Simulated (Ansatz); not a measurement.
# CdS, space group P6_3mc: a convergence test of the k-point mesh

Program: the Ansatz DFT code, driven from Python.

Notebook, run cell by cell (the value of a cell's last expression is shown):

In [1]:
```python
from dataclasses import dataclass
import warnings

import ansatz as az
import matplotlib.pyplot as plt
```

In [2]:
```python
@dataclass
class Settings:
    functional: str = "r2scan"
    ecut: int = 530
    occupations: str = "Fixed"
    tolerance: float = 1e-10
```

In [3]:
```python
settings = Settings()

warnings.simplefilter("ignore", az.DeckWarning)
```

In [4]:
```python
cell = (
    az.Lattice.from_parameters(4.15, 4.15, 6.737, alpha=90.0, beta=90.0, gamma=120.0)
    .atom("Cd", (1 / 3, 2 / 3, 0.0))
    .atom("Cd", (2 / 3, 1 / 3, 0.5))
    .atom("S", (1 / 3, 2 / 3, 0.375))
    .atom("S", (2 / 3, 1 / 3, 0.875))
)
```

In [5]:
```python
len(cell.resolved().sites)
```
Out [5]:
```text
4
```

In [6]:
```python
base = cell.calculation()
base = base.functional(settings.functional)
base = base.pseudopotentials("paw")
base = base.basis(settings.ecut)
base = base.occupations(settings.occupations)
base = base.scf(tolerance=settings.tolerance)
```

In [7]:
```python
rows = []
for value in [(3, 3, 1), (3, 3, 2), (6, 6, 2), (6, 6, 4), (12, 12, 4)]:
    data = base.kpoints(mesh=value).run().report
    rows.append((value, data["free_energy_ev"] / len(data["lattice"]["sites"]), data["n_iterations"], data["n_kpoints"]))
```

In [8]:
```python
print("        mesh   F/atom (eV)    iterations      k-points")
for row in rows:
    print(f"{str(row[0]):>12s}  {row[1]:12.5f}  {row[2]:12d}  {row[3]:12d}")
```
```text
        mesh   F/atom (eV)    iterations      k-points
   (3, 3, 1)   -4587.81426             9             3
   (3, 3, 2)   -4587.77209             8             6
   (6, 6, 2)   -4587.80711             9            14
   (6, 6, 4)   -4587.80725             9            21
 (12, 12, 4)   -4587.80765             9            57
```

In [9]:
```python
# differences from the last row
for row in rows[:-1]:
    shift = 1000 * (row[1] - rows[-1][1])
    print(f"{row[0]}: {shift:+.2f} meV/atom" + ("  (within 1 meV)" if abs(shift) < 1 else ""))
plt.figure(figsize=(4.5, 3))
plt.plot([str(row[0]) for row in rows], [1000 * (row[1] - rows[-1][1]) for row in rows], "o-")
plt.xlabel("mesh")
plt.ylabel("F - F(last) (meV/atom)")
plt.tight_layout()
plt.savefig("kconv.png", dpi=100)
```
```text
(3, 3, 1): -6.61 meV/atom
(3, 3, 2): +35.57 meV/atom
(6, 6, 2): +0.54 meV/atom  (within 1 meV)
(6, 6, 4): +0.41 meV/atom  (within 1 meV)
```

From 6×6×2 on it stays within 1 meV an atom of the value at 12×12×4; the first row (3×3×1) is off by 6.6 meV and the last but one by 0.41 meV. It goes up and down, since the sum over k-points isn't variational. The last run costs about 10.1 times the first.

Notes:
- The starting cell is as deposited in a crystallographic database; the results hold for this polymorph, which needn't be the stable one.
- Shifts are counted from the finest mesh, which is itself no proven limit.
- Finished in 80 s on 1 thread of Arm Neoverse V1 (shared host), peak memory 0.7 GiB.
